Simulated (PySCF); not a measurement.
# C3H8BFO: the cost of one run

Computed with PySCF 2.14.0, with density-fitted response routines of our own, on a single molecule in the gas phase. Atoms are numbered from 0 throughout.

## (1) The molecule as given

14 atoms, charge 0, multiplicity 1; geometry from: PBE0-D3(BJ)/def2-SVP.

Bonds of the start (Å): B0–O1 1.35, O1–C2 1.40, C2–F3 1.36, C2–C4 1.51, C4–C5 1.52, B0–H6 1.21, B0–H7 1.21, C2–H8 1.11, C4–H9 1.10, C4–H10 1.10, C5–H11 1.10, C5–H12 1.10, C5–H13 1.10.

## (2) NMR shieldings: PBE0/6-31G*

The job: settings as JSON, then the geometry in Å.

```
{"job": {"kind": "nmr", "xc": "PBE0", "basis": "6-31G*", "pop": true}, "charge": 0, "multiplicity": 1}
B      2.123182    -0.800699     0.392810
O      1.183197    -0.497675    -0.521984
C      0.470816     0.701826    -0.508691
F      0.882674     1.430490    -1.582274
C     -1.010665     0.435244    -0.619186
C     -1.574072    -0.341792     0.557333
H      2.677251    -1.866065     0.276109
H      2.366647    -0.020427     1.289188
H      0.727370     1.272863     0.404091
H     -1.507801     1.412926    -0.719604
H     -1.170695    -0.106467    -1.565429
H     -1.426796     0.196434     1.507479
H     -1.094434    -1.327682     0.649505
H     -2.653956    -0.508166     0.436154
```

Level: GIAO PBE0/6-31G* NMR shielding, non-relativistic, gas phase.

Launch:

```console
> OMP_NUM_THREADS=1 python probes_run.py task.json out
```

One launch serves the whole session: the jobs run in the order shown.

**Question.** How long does this first job take on 1 thread of Arm Neoverse V1, shared host, and how much memory does it need?

About 9 s, with a peak of 0.59 GiB.
